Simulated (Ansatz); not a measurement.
What does this script print? It uses Ansatz 0.2.0, Python API.

`ca2bi7_sym.py`
```python
import ansatz as az
import numpy as np


def main() -> None:
    ca2bi7 = (
        az.Lattice.of((3.081743, -5.321152, 0.0), (3.081743, 5.321152, 0.0), (-2.167538, 0.0, 8.820017))
        .atom("Ca", (0.333635, 0.666365, 0.0))
        .atom("Ca", (0.666365, 0.333635, 0.0))
        .atom("Bi", (0.446307, 0.106182, 0.322189))
        .atom("Bi", (0.763868, 0.763868, 0.307244))
        .atom("Bi", (0.106182, 0.446307, 0.322189))
        .atom("Bi", (0.553693, 0.893818, 0.677811))
        .atom("Bi", (0.893818, 0.553693, 0.677811))
        .atom("Bi", (0.236132, 0.236132, 0.692756))
        .atom("Bi", (0.0, 0.0, 0.0))
    )

    built = ca2bi7.resolved()
    vectors = np.array(built.lattice.vectors)
    print("cell vectors (A)")
    print(vectors.round(4) + 0.0)
    for index, site in enumerate(built.sites):
        print(index, site.symbol, np.round(site.position, 4) + 0.0)
    try:
        print({label: tuple(round(v, 4) for v in k) for label, k in az.high_symmetry_points(vectors.tolist()).items()})
    except Exception as error:
        print("no labels:", error)


if __name__ == "__main__":
    main()
```

```console
$ python ca2bi7_sym.py
cell vectors (A)
[[ 3.0817 -5.3212  0.    ]
 [ 3.0817  5.3212  0.    ]
 [-2.1675  0.      8.82  ]]
0 Ca [0.3336 0.6664 0.    ]
1 Ca [0.6664 0.3336 0.    ]
2 Bi [0.4463 0.1062 0.3222]
3 Bi [0.7639 0.7639 0.3072]
4 Bi [0.1062 0.4463 0.3222]
5 Bi [0.5537 0.8938 0.6778]
6 Bi [0.8938 0.5537 0.6778]
7 Bi [0.2361 0.2361 0.6928]
8 Bi [0. 0. 0.]
{'F': (-0.3617, -0.3617, 0.4027), 'F₁': (-0.6383, 0.3617, 0.5973), 'F₂': (-0.3617, 0.6383, 0.4027), 'H': (-0.306, -0.306, 0.7152), 'H₁': (-0.694, 0.306, 0.2848), 'H₂': (0.306, 0.306, 0.2848), 'I': (-0.5, 0.5, 0.5), 'M': (-0.5, 0.0, 0.5), 'N': (-0.5, 0.0, 0.0), 'N₁': (0.0, 0.5, 0.0), 'X': (-0.5, 0.5, 0.0), 'Y': (-0.3339, -0.3339, 0.059), 'Y₁': (-0.6661, 0.3339, -0.059), 'Y₂': (0.3339, 0.3339, -0.059), 'Y₃': (-0.3339, 0.6661, 0.059), 'Z': (0.0, 0.0, 0.5), 'Γ': (0.0, 0.0, 0.0)}
```

The structure comes from a database and needn't be a stable phase.
